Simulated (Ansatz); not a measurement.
# Cr3B4 (randomly packed cell): how the settings move a single-point run

Aim: see which settings change the result for Cr3B4 (randomly packed cell), by how much, and at what cost.

Computed with Ansatz 0.2.0 (reference: DFT PBE, plane waves, PAW, scalar-relativistic, collinear spin, unless a step's input says otherwise).

**1. The starting structure**

The structure is triclinic, space group P1 (No. 1). Conventional cell: a = 3.653 Å, b = 3.992 Å, c = 4.236 Å, α = 109.42°, β = 90.64°, γ = 93.98°. Around Cr (site symmetry 1) lie 4 B at 1.98 to 2.32 Å and 4 Cr at 2.26 to 2.51 Å. Cr (site symmetry 1) is surrounded by 5 B at 1.94 to 2.06 Å. B (site symmetry 1) is surrounded by 4 B at 1.69 to 2.05 Å and 4 Cr at 2.01 to 2.34 Å. B (site symmetry 1) is surrounded by 4 B at 1.68 to 2.05 Å and 3 Cr at 1.98 to 2.36 Å. Cr (site symmetry 1) is surrounded by 5 B at 1.95 to 2.36 Å and 4 Cr at 2.26 to 2.31 Å. B (site symmetry 1) has 4 B at 1.68 to 2.42 Å and 3 Cr at 1.94 to 2.32 Å as nearest neighbours. B (site symmetry 1) is surrounded by 3 B at 1.69 to 1.88 Å and 4 Cr at 2.01 to 2.04 Å.

Structure file:

```xyz
7
Lattice="3.8432 -0.9799 -0.4527 -0.3460 4.2051 0.3779 0.0725 -0.3620 3.6342" Properties=species:S:1:pos:R:3 pbc="T T T"
Cr    1.9460    2.9311    3.6950
Cr    1.5078    0.9985    0.9969
B     0.5673    2.0024    2.5343
B     0.1492    2.4698    0.5777
Cr    0.4517    0.0048    2.7713
B     3.1238    1.9499    1.4857
B     3.3560    0.1608    0.9489
```

**2. The reference run**

File input.yaml:

```yaml
crystal:
  lattice:
    - [3.843193, -0.979887, -0.452682]
    - [-0.345996, 4.205079, 0.377908]
    - [0.072517, -0.36204, 3.634207]
  atoms:
    - { symbol: Cr, position: [0.570038, 0.915325, 0.992543] }
    - { symbol: Cr, position: [0.419288, 0.360036, 0.289109] }
    - { symbol: B, position: [0.187056, 0.576647, 0.660687] }
    - { symbol: B, position: [0.092462, 0.618019, 0.106201] }
    - { symbol: Cr, position: [0.111452, 0.093123, 0.766769] }
    - { symbol: B, position: [0.867831, 0.704124, 0.443686] }
    - { symbol: B, position: [0.891563, 0.275564, 0.343505] }
kpoints:
  mp_grid: { grid: [5, 5, 5], shift: [0.0, 0.0, 0.0] }
magnetization:
  spin_polarized: true
scf:
  occupations: { method: tetrahedron }
hamiltonian:
  pseudopotentials: { kind: paw }
  xc: pbe
basis:
  ecutwfc: 420
output:
  forces: true
  stress: true
  eigenvalues: true
```

Launch:

```console
> ansatz run input.yaml --threads 1 --pin off --max-ram 2560MiB --backend cpu --events-out ev --progress --plain --runs-dir out
```

**3. Changed: preconditioner kerker**

input.yaml, as its differences from that of step 2:

```diff
@@ -19,2 +19,3 @@
   occupations: { method: tetrahedron }
+  mixing: { preconditioner: kerker }
 hamiltonian:
```

**4. Changing settings: mp_grid.grid [2, 2, 2]**

input.yaml, as its differences from that of step 2:

```diff
@@ -14,3 +14,3 @@
 kpoints:
-  mp_grid: { grid: [5, 5, 5], shift: [0.0, 0.0, 0.0] }
+  mp_grid: { grid: [2, 2, 2], shift: [0.0, 0.0, 0.0] }
 magnetization:
```

**5. The same system, input altered**

input.yaml, as its differences from that of step 2:

```diff
@@ -19,2 +19,4 @@
   occupations: { method: tetrahedron }
+  algorithm: direct_min
+  mixing: { algorithm: broyden, beta: 0.3, ndim: 2 }
 hamiltonian:
```

**7. The same system, input altered**

input.yaml, as its differences from that of step 2:

```diff
@@ -19,2 +19,3 @@
   occupations: { method: tetrahedron }
+  max_iter: 60
 hamiltonian:
@@ -22,2 +23,3 @@
   xc: pbe
+  hubbard: { sites: [{ species: Cr, l: d, u_eff: -5.0 }] }
 basis:
```

(Steps that only read results are left out.)

Before running it: what results should come out? Wanted: for each run, ending; energy change; pressure; gap; abs. moment; force.

**Answer**, as computed:

```csv
run,ending,energy change,pressure (GPa),gap (eV),abs. moment (μB),force (eV/Å),cycles,time
reference,converged,0,40.5,0.00,0.00,3.06,25,76 s
1: preconditioner kerker,converged,0.0 meV/atom,40.5,0.00,0.00,3.06,25,80 s
"2: mp_grid.grid [2, 2, 2]",converged,+39.7 meV/atom,42.6,-,0.44,3.63,39,16 s
"3: scf.algorithm direct_min, mixing.algorithm broyden, mixing.beta 0.3, mixing.ndim 2",refused,-,-,-,-,-,-,0.05 s
"4: hubbard.sites [{species: Cr, l: d, u_eff: -5.0}]",converged,-2.63 eV/atom (U changed: no physical gain or loss),40.8,0.00,0.00,3.27,22,71 s
```

Residual by cycle in the longest SCF loop of each run; runs are numbered as in the table. The quantity is the density residual dr2, in eV.

```csv
cycle,reference,run 1,run 2,run 4
1,57.6,57.6,57.3,57.6
4,1.47,1.47,1,1.47
8,0.227,0.227,10.4,0.864
11,0.034,0.034,0.252,0.0115
15,3.6e-4,3.6e-4,0.00384,0.00182
18,3.9e-4,3.9e-4,0.00141,8.0e-6
22,4.1e-5,4.1e-5,2.8e-4,1.7e-8
25,5.7e-8,5.7e-8,8.0e-6,-
29,-,-,5.1e-6,-
32,-,-,9.5e-8,-
36,-,-,1.0e-8,-
39,-,-,1.6e-9,-
```

**Reading.** Of the converged runs whose energies compare with the reference's, «mp_grid.grid [2, 2, 2]» moves the energy most (+39.7 meV/atom). A changed U is a change of model: its shifts are not errors of convergence. Of the variants the dearest is «preconditioner kerker» (80 s), the cheapest «mp_grid.grid [2, 2, 2]» (16 s), on a shared host. The structure is not at rest: the sound run finds 40 GPa, so these are no properties of the relaxed crystal.  1 of the 4 altered inputs did not end normally.

The reference is no final answer either: it ends with small moments or none, though an odd electron count or open d shells could carry moments; its mesh is coarse for a cell with so small a gap or none; the structure is made up and not relaxed.
